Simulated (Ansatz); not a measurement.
# NaLaMnMoO6 (P-1) in Ansatz: further runs

One crystal, NaLaMnMoO6, is run at these levels: PBE; tasks: band structure, projected density of states, electric field gradients.

Everything below comes from runs of Ansatz 0.2.0. Logs are shortened: lines on timing, memory, paths and dates and some standing lists are left out, and cuts for length are marked.

### 1 The structure

The typed cell holds 20 atoms: a = 5.405 Å, b = 5.405 Å, c = 8.221 Å, α = 90.22°, β = 89.77°, γ = 89.19°.

The cell was built by a generator and needn't be a form met in nature.

### 2 Band structure, PBE, collinear spin, ferromagnetic start

input.yaml reads:

```yaml
crystal:
  lattice:
    - [5.40523, 0.00142, 0.00146]
    - [0.07459, 5.4046, -0.01175]
    - [0.03041, -0.01433, 8.22075]
  atoms:
    - { symbol: Na, position: [0.50619, 0.50653, 0.24999] }
    - { symbol: Na, position: [0.49381, 0.49347, 0.75001] }
    - { symbol: La, position: [0.01207, 0.01233, 0.25001] }
    - { symbol: La, position: [0.98793, 0.98767, 0.74999] }
    - { symbol: Mn, position: [0.5, 0.0, 0.0], spin: 4.0 }
    - { symbol: Mn, position: [0.0, 0.5, 0.5], spin: 4.0 }
    - { symbol: Mo, position: [0.0, 0.5, 0.0], spin: 1.0 }
    - { symbol: Mo, position: [0.5, 0.0, 0.5], spin: 1.0 }
    - { symbol: O, position: [0.94778, 0.54274, 0.23246] }
    - { symbol: O, position: [0.05222, 0.45726, 0.76754] }
    - { symbol: O, position: [0.28121, 0.28009, 0.0483] }
    - { symbol: O, position: [0.71879, 0.71991, 0.9517] }
    - { symbol: O, position: [0.20507, 0.79908, 0.99952] }
    - { symbol: O, position: [0.79493, 0.20092, 0.00048] }
    - { symbol: O, position: [0.45652, 0.05176, 0.73248] }
    - { symbol: O, position: [0.54348, 0.94824, 0.26752] }
    - { symbol: O, position: [0.20097, 0.79487, 0.49902] }
    - { symbol: O, position: [0.79903, 0.20513, 0.50098] }
    - { symbol: O, position: [0.28007, 0.28119, 0.45169] }
    - { symbol: O, position: [0.71993, 0.71881, 0.54831] }
hamiltonian:
  xc: pbe
  pseudopotentials: { kind: paw }
magnetization:
  spin_polarized: true
kpoints:
  mp_grid: { grid: [5, 5, 4] }
  band_path:
    path:
      - [[0.0, 0.0, 0.0], [-0.4930572629, 0.4930572629, -0.5029574428], [-0.4943458241, 0.4943458241, -0.4999312018], [-0.4917687018, 0.4917687018, 0.4940163162], [0.0, 0.0, 0.5], [0.5, 0.5, 0.5], [0.4943458241, 0.5056541759, 0.4999312018]]
      - [[0.4917687018, 0.5082312982, -0.4940163162], [0.4930572629, 0.5069427371, -0.4970425572], [0.5, 0.5, 0.0], [0.0, 0.0, 0.0], [0.0, 0.5, -0.5]]
      - [[0.0, 0.5, 0.0], [0.0, 0.0, 0.0]]
    npoints: 10
scf:
  occupations: { method: fermi_dirac, width: 0.05 }
  n_extra_bands: 50
output:
  forces: true
  stress: true
  eigenvalues: true
  fatbands: true
```

Potentials or basis: Ansatz PAW.

The run is started by

```
> ansatz run input.yaml --threads 8 --pin off --max-ram 20480MiB --backend cpu --events-out ev --progress --plain --runs-dir out
```

Output:

```text
Warning: RAYON_NUM_THREADS=8 ignored (pool sized by the plan → 8); use --threads N
La: projections on atomic orbitals take those of the free atom [Kr 4d10] 4f0 5s2 5p6 5d1 6s2, of charge +0.00 (hamiltonian.pseudopotentials.projection_atoms); the dataset's partial waves leave at most 1.9e-5 of an orbital's norm unspanned inside its sphere
scf.n_extra_bands = 50 over 85 filled bands (N_el = 170.0): the run solves 135 bands
Engine: ansatz 0.2.0, x86_64-unknown-linux-gnu
Pseudopotentials: kind: paw
Pseudopotential: Na, paw, valence charge 9, recommended cutoff 420 eV (normal), Na.paw.azcp
Pseudopotential: La, paw, valence charge 11, recommended cutoff 420 eV (normal), La.paw.azcp
Pseudopotential: Mn, paw, valence charge 15, recommended cutoff 420 eV (normal), Mn.paw.azcp
Pseudopotential: Mo, paw, valence charge 14, recommended cutoff 420 eV (normal), Mo.paw.azcp
Pseudopotential: O, paw, valence charge 6, recommended cutoff 420 eV (normal), O.paw.azcp
Functional definition: PBE
  parameter kappa = 0.804
  parameter beta = 0.06672455060314922
  exchange = pbe_x(kappa = kappa, mu = beta*pi^2/3)
  correlation = pbe_c(beta = beta)
Crystal: 20 atoms, lattice volume = 240.152 Å³
Basis set: ecut = 420 eV, 4695 PW (Γ), exchange–correlation on 80×80×120 points (8 copies of the dense FFT grid, shifted against one another)
Bands: 135, of which v1, the nominal top of the filled ones, is band 85 counted from 1 (84 counted from 0)
Symmetry: 2 space group operations
Space group: P-1 (ITA 2), of the structure as read, at distance tolerance 6.2e-5 Å
Magnetic group: BNS 2.4 (UNI 4), of the structure as read, at distance tolerance 6.2e-5 Å
k-points: 51 of 100
Non-local potential: Na, projectors of the file, l = 0: 3, l = 1: 2, l = 2: 1
Non-local potential: La, projectors of the file, l = 0: 3, l = 1: 2, l = 2: 2, l = 3: 3
Non-local potential: Mn, projectors of the file, l = 0: 3, l = 1: 2, l = 2: 3, l = 3: 1
Non-local potential: Mo, projectors of the file, l = 0: 3, l = 1: 2, l = 2: 2, l = 3: 1
Non-local potential: O, projectors of the file, l = 0: 2, l = 1: 2, l = 2: 1
PAW form: soft (Blöchl's): semilocal exchange-correlation on the pseudo side does not see the compensation charge
PAW one-centre angular grid: Na, 110 points (default); XC on 64 Gauss nodes
[... 36 lines left out ...]
Free energy (F): -40007.643981 eV
Harris-Foulkes:  -40007.643981 eV  (|F-HF|=7.10e-8)
Internal energy: -40007.595419 eV  (E = F + TS)
E sigma→0 (E₀):  -40007.619700 eV
Entropy (-TS):   -0.048562 eV (-2.428 meV/atom)
Fermi energy:    11.778420 eV
--- Per-component energies (eV) ---
  E_band       = -1237.628999
  E_kinetic    = 4203.695437
  E_local      = -13599.090267  (includes V_loc(G=0)·N_el)
  E_nonlocal   = 1769.359241
  E_hartree    = 5089.448669
  E_xc         = -1835.255153
  E_vxc        = -2272.592910  (∫ρ·V_xc dr)
  E_paw        = -22258.165467  (= ΣΔE_a)
  E_vpaw       = -1517.933672  (= ΣTr[D̂ρ^β])
  E_aug_tail   = 0.029244  (compensation charges beyond the density's cutoff)
  E_ewald      = -13377.617124
  E_smearing   = -0.048562  (= −TS)
  E_closure    = 0.000000  (closes the sum)
  Σ components = -40007.643981   (vs F -40007.643981, Δ=0.00e0)
--- Forces (eV/Å), atoms counted from 1 ---
  atom   1  Na    -0.00081042    -0.00103364    -0.00000654
  atom   2  Na     0.00081042     0.00103364     0.00000654
  atom   3  La     0.00632702     0.00577796    -0.00003277
  atom   4  La    -0.00632702    -0.00577796     0.00003277
  atom   5  Mn     0.00000000     0.00000000     0.00000000
  atom   6  Mn     0.00000000     0.00000000     0.00000000
[... 12 lines left out ...]
  atom  19  O     -0.02457306     0.02218158    -0.01033383
  atom  20  O      0.02457306    -0.02218158     0.01033383
  max |Σ_I F_I| component: 0.00e0 eV/Å
--- Stress (GPa, compression-positive) ---
        0.072766      -0.001509       0.050234
       -0.001504       0.071146      -0.052955
        0.050235      -0.052955      -0.163339
  P = ⅓ Tr σ = -0.0065 GPa (-0.065 kbar)
--- Band table (eV; the first three rows and the last of 102) ---
  k-point 0 ↑: bands = ["-70.0781", "-70.0777", "-51.3813", "-51.3798", "-39.8441", "-39.8440", "-38.8895", "-38.8891", "-38.8676", "-38.8675", "-38.6720", "-38.6713", "-25.5428", "-25.5402", "-25.5163", "-25.5150", "-25.4544", "-25.4529", "-20.7707", "-20.7243", "-11.8114", "-11.8106", "-11.7853", "-11.7672", "-11.7517", "-11.7484", "-8.5709", "-8.0610", "-7.4579", "-7.3046", "-7.1974", "-7.1920", "-7.1605", "-7.0761", "-6.8908", "-6.6734", "-6.5980", "-6.4697", "-4.7063", "-4.3864", "-4.3641", "-4.1627", "-3.9765", "-3.8425", "3.8839", "4.1592", "4.3834", "4.4056", "4.5369", "5.1070", "5.1769", "5.3801", "5.4381", "5.4797", "5.7376", "6.1209", "6.1697", "6.4004", "6.5245", "6.7094", "6.7576", "6.7657", "7.1983", "7.3968", "7.4559", "7.7713", "7.8730", "8.0490", "8.0780", "8.1877", "8.3279", "8.4024", "8.5075", "8.6225", "8.7867", "8.8031", "8.8170", "8.8967", "8.9580", "9.0092", "9.0618", "9.1205", "9.3825", "9.5274", "10.0988", "10.1087", "10.4090", "10.9166", "11.2446", "11.3783", "12.5212", "12.5465", "12.6743", "12.7108", "12.8274", "13.0837", "14.0735", "14.0850", "14.1034", "14.1619", "14.1713", "14.1913", "14.1940", "14.2271", "14.2289", "14.2639", "14.2776", "14.3182", "14.4565", "14.5172", "15.0915", "15.4656", "15.6397", "15.7313", "15.8656", "16.0378", "16.4559", "16.5381", "16.6050", "16.8272", "17.0398", "17.4571", "17.5438", "17.5662", "18.3572", "18.8721", "19.4615", "20.0224", "20.7800", "21.1335", "21.1923", "21.6256", "21.7599", "22.5055", "22.5683"]
  k-point 1 ↑: bands = ["-70.0781", "-70.0777", "-51.3813", "-51.3798", "-39.8441", "-39.8440", "-38.8895", "-38.8891", "-38.8676", "-38.8675", "-38.6720", "-38.6713", "-25.5426", "-25.5404", "-25.5163", "-25.5150", "-25.4544", "-25.4529", "-20.7640", "-20.7312", "-11.8113", "-11.8107", "-11.7827", "-11.7698", "-11.7512", "-11.7489", "-8.4985", "-8.1338", "-7.4143", "-7.3001", "-7.2158", "-7.1948", "-7.1910", "-7.1120", "-6.8474", "-6.6872", "-6.6003", "-6.5094", "-4.5912", "-4.3377", "-4.2914", "-4.1901", "-4.0766", "-3.9120", "3.9544", "4.1487", "4.3960", "4.4541", "4.5790", "5.0785", "5.2563", "5.3965", "5.4548", "5.5174", "5.6651", "5.9486", "6.2404", "6.4449", "6.5790", "6.6957", "6.7797", "6.9112", "7.2700", "7.2890", "7.5065", "7.6072", "7.8600", "7.8791", "7.9332", "8.2162", "8.2208", "8.3723", "8.4018", "8.6068", "8.6088", "8.7677", "8.8138", "8.8281", "8.8477", "8.9173", "9.0734", "9.1146", "9.6292", "9.6571", "10.0800", "10.0940", "10.8619", "11.1094", "11.2376", "11.4096", "12.5402", "12.5513", "12.6414", "12.6692", "12.8371", "13.0131", "14.0805", "14.1035", "14.1196", "14.1532", "14.1779", "14.1792", "14.1973", "14.2024", "14.2373", "14.2467", "14.2697", "14.2836", "14.4593", "14.4999", "15.2289", "15.4755", "15.6951", "15.8425", "15.9640", "16.1184", "16.4151", "16.5992", "16.6581", "16.8538", "16.9716", "17.2736", "17.5405", "17.5436", "18.0218", "18.0960", "19.9699", "20.3177", "20.9286", "20.9544", "21.1707", "21.6928", "21.7909", "22.4443", "22.6419"]
  k-point 2 ↑: bands = ["-70.0781", "-70.0777", "-51.3813", "-51.3798", "-39.8440", "-39.8440", "-38.8895", "-38.8891", "-38.8676", "-38.8675", "-38.6720", "-38.6713", "-25.5424", "-25.5405", "-25.5163", "-25.5150", "-25.4544", "-25.4529", "-20.7477", "-20.7476", "-11.8110", "-11.8110", "-11.7763", "-11.7763", "-11.7500", "-11.7500", "-8.3178", "-8.3176", "-7.3065", "-7.3045", "-7.2625", "-7.2624", "-7.1653", "-7.1636", "-6.7513", "-6.7489", "-6.5797", "-6.5758", "-4.3309", "-4.3301", "-4.2595", "-4.2576", "-4.0915", "-4.0911", "4.0819", "4.0825", "4.4329", "4.4332", "4.8138", "4.8140", "5.4346", "5.4372", "5.5290", "5.5309", "5.7009", "5.7029", "6.4056", "6.4059", "6.6505", "6.6512", "6.7895", "6.7904", "7.3855", "7.3856", "7.4994", "7.5000", "7.7906", "7.7910", "7.9047", "7.9048", "8.1697", "8.1701", "8.4882", "8.4887", "8.6646", "8.6652", "8.7819", "8.7827", "8.8907", "8.8916", "9.0895", "9.0898", "9.8531", "9.8537", "10.0035", "10.0042", "11.2171", "11.2192", "11.3642", "11.3648", "12.5774", "12.5779", "12.6019", "12.6031", "12.8943", "12.8944", "14.1197", "14.1199", "14.1307", "14.1309", "14.1604", "14.1608", "14.2045", "14.2045", "14.2290", "14.2291", "14.2610", "14.2613", "14.4731", "14.4732", "15.4194", "15.4204", "15.8067", "15.8075", "16.2601", "16.2612", "16.4747", "16.4783", "16.7268", "16.7304", "17.1876", "17.1917", "17.4484", "17.4519", "17.5611", "17.5621", "20.4299", "20.4301", "20.8225", "20.8225", "21.4541", "21.4561", "22.1414", "22.1421", "22.7317"]
  k-point 50 ↓: bands = ["-66.2199", "-66.2191", "-51.5958", "-51.5958", "-39.8444", "-39.8443", "-35.3326", "-35.3315", "-35.2906", "-35.2895", "-34.4960", "-34.4959", "-25.7840", "-25.7837", "-25.7408", "-25.7400", "-25.6835", "-25.6834", "-20.7613", "-20.7343", "-11.8154", "-11.8130", "-11.7805", "-11.7697", "-11.7563", "-11.7509", "-8.1422", "-8.0832", "-7.6439", "-7.5166", "-7.3384", "-7.2662", "-7.0356", "-6.9615", "-6.8097", "-6.7221", "-6.6199", "-6.5275", "-4.3309", "-4.2873", "-4.0721", "-3.9262", "-3.8256", "-3.7738", "4.2489", "4.3357", "5.0403", "5.1006", "5.1478", "5.2237", "5.4003", "5.6464", "5.7622", "5.7690", "5.9744", "6.0577", "6.2284", "6.3298", "6.4903", "6.5757", "6.8172", "6.8585", "6.8910", "7.2547", "7.3081", "7.3821", "7.6949", "7.7072", "7.9883", "8.0322", "8.1929", "8.2447", "8.3203", "8.4056", "8.5161", "8.6274", "8.7251", "8.8350", "9.0483", "9.0505", "11.4973", "12.0745", "12.1503", "12.2126", "12.2552", "12.4409", "13.0303", "13.0695", "13.1075", "13.1576", "13.1973", "13.3330", "13.8752", "13.9856", "14.0453", "14.0598", "14.0694", "14.1381", "14.1523", "14.1858", "14.2019", "14.2112", "14.2233", "14.2352", "14.2716", "14.3246", "14.3882", "14.4267", "14.4504", "14.5318", "15.4881", "15.9291", "15.9738", "16.2171", "16.4878", "16.7454", "16.7598", "16.8568", "17.1018", "17.1755", "17.4121", "17.5472", "17.6081", "17.7624", "18.3803", "18.7029", "19.3245", "20.0912", "20.3251", "21.2007", "21.4694", "21.8037", "22.1278", "22.4299", "22.9546"]
```

Run time: 87 s. Hardware: 8 threads of Intel Xeon at 2.60GHz (Ice Lake), shared host; peak memory 4 GiB.

What came out:

- Free energy: -40007.6440 eV
- Pressure: 0.0 GPa
- Largest force: 0.035 eV/Å
- Band gap on the k mesh: none (metal or under the smearing width)
- Net moment: 6.83 μB per cell
- Absolute moment: 8.42 μB per cell
- Site moments: Na -0.00; La -0.01; Mn +3.04; Mo -0.18; O +0.06, +0.02 μB

Forces on the atoms (eV/Å):
```
Na  -0.001 -0.001  0.000
Na   0.001  0.001  0.000
La   0.006  0.006  0.000
La  -0.006 -0.006  0.000
Mn   0.000  0.000  0.000
Mn   0.000  0.000  0.000
Mo   0.000  0.000  0.000
Mo   0.000  0.000  0.000
O    0.004 -0.003 -0.016
O   -0.004  0.003  0.016
O    0.021 -0.025  0.010
O   -0.021  0.025 -0.010
O    0.007  0.007 -0.002
O   -0.007 -0.007  0.002
O    0.003 -0.004 -0.016
O   -0.003  0.004  0.016
O   -0.008 -0.008 -0.002
O    0.008  0.008  0.002
O   -0.025  0.022 -0.010
O    0.025 -0.022  0.010
```

Stress tensor (GPa, compression positive):
```
 0.07  0.00  0.05
 0.00  0.07 -0.05
 0.05 -0.05 -0.16
```

Levels at the corners of the path, in eV from the Fermi level:
Spin up:
| point | band 84 | band 85 | band 86 | band 87 | band 88 | band 89 | band 90 | band 91 | band 92 | band 93 |
| --- | --- | --- | --- | --- | --- | --- | --- | --- | --- | --- |
| Γ | -2.25 | -1.68 | -1.67 | -1.37 | -0.86 | -0.53 | -0.40 | 0.74 | 0.77 | 0.90 |
| Y | -1.83 | -1.63 | -1.63 | -0.62 | -0.61 | 0.10 | 0.10 | 0.72 | 0.72 | 0.97 |
| F | -1.83 | -1.63 | -1.63 | -0.61 | -0.61 | 0.10 | 0.10 | 0.72 | 0.72 | 0.97 |
| H | -1.83 | -1.63 | -1.63 | -0.62 | -0.61 | 0.10 | 0.10 | 0.71 | 0.72 | 0.97 |
| Z | -1.92 | -1.77 | -1.77 | -0.56 | -0.56 | -0.41 | -0.41 | 0.80 | 0.80 | 0.82 |
| I | -1.83 | -1.63 | -1.63 | -0.61 | -0.61 | 0.10 | 0.10 | 0.72 | 0.72 | 0.97 |
| F1 | -1.83 | -1.63 | -1.63 | -0.61 | -0.61 | 0.10 | 0.10 | 0.72 | 0.72 | 0.97 |
| H1 | -1.83 | -1.63 | -1.63 | -0.62 | -0.61 | 0.10 | 0.10 | 0.71 | 0.72 | 0.97 |
| Y1 | -1.83 | -1.63 | -1.63 | -0.62 | -0.61 | 0.10 | 0.10 | 0.72 | 0.72 | 0.97 |
| X | -1.64 | -1.64 | -1.62 | -1.41 | -0.99 | 0.12 | 0.23 | 0.61 | 0.85 | 0.91 |
| Γ | -2.25 | -1.68 | -1.67 | -1.37 | -0.86 | -0.53 | -0.40 | 0.74 | 0.77 | 0.90 |
| N | -1.87 | -1.72 | -1.69 | -0.26 | -0.24 | 0.44 | 0.51 | 0.59 | 0.63 | 0.81 |
| M | -1.83 | -1.72 | -1.72 | -0.96 | -0.94 | 0.53 | 0.62 | 0.66 | 0.70 | 0.89 |
| Γ | -2.25 | -1.68 | -1.67 | -1.37 | -0.86 | -0.53 | -0.40 | 0.74 | 0.77 | 0.90 |
Spin down:
```tsv
point	band 79	band 80	band 81	band 82	band 83	band 84	band 85	band 86
Γ	-2.73	-2.72	-0.71	-0.67	-0.54	-0.35	0.61	0.74
Y	-2.98	-2.97	-0.04	-0.04	0.34	0.36	0.60	0.60
F	-2.98	-2.97	-0.04	-0.04	0.35	0.35	0.60	0.60
H	-2.98	-2.97	-0.05	-0.03	0.34	0.36	0.60	0.60
Z	-2.74	-2.74	-0.69	-0.69	0.10	0.10	0.35	0.35
I	-2.97	-2.97	-0.04	-0.04	0.35	0.35	0.60	0.60
F1	-2.98	-2.97	-0.04	-0.04	0.35	0.35	0.60	0.60
H1	-2.98	-2.97	-0.05	-0.03	0.34	0.36	0.60	0.60
Y1	-2.98	-2.97	-0.04	-0.04	0.34	0.36	0.60	0.60
X	-2.78	-2.67	-0.75	-0.33	0.42	0.62	0.63	0.80
Γ	-2.73	-2.72	-0.71	-0.67	-0.54	-0.35	0.61	0.74
N	-2.83	-2.67	0.21	0.25	0.33	0.41	0.62	0.69
M	-2.68	-2.66	0.18	0.20	0.26	0.37	0.54	0.57
Γ	-2.73	-2.72	-0.71	-0.67	-0.54	-0.35	0.61	0.74
```

Caveat: the pressure holds a Pulay correction of +0.6 GPa for the finite cutoff; spin-orbit coupling is left out, which moves the levels of the heavy elements; semilocal functionals often make such compounds metallic where correlation or magnetic order opens a gap, which also shifts bond lengths; only a ferromagnetic start was run, and an antiferromagnetic order may lie lower in energy; the starting moments weren't kept. With open d or f shells a metallic result of PBE can be an artefact of self-interaction; +U or a hybrid may open a gap.

(Continued in part 2 of 2.)
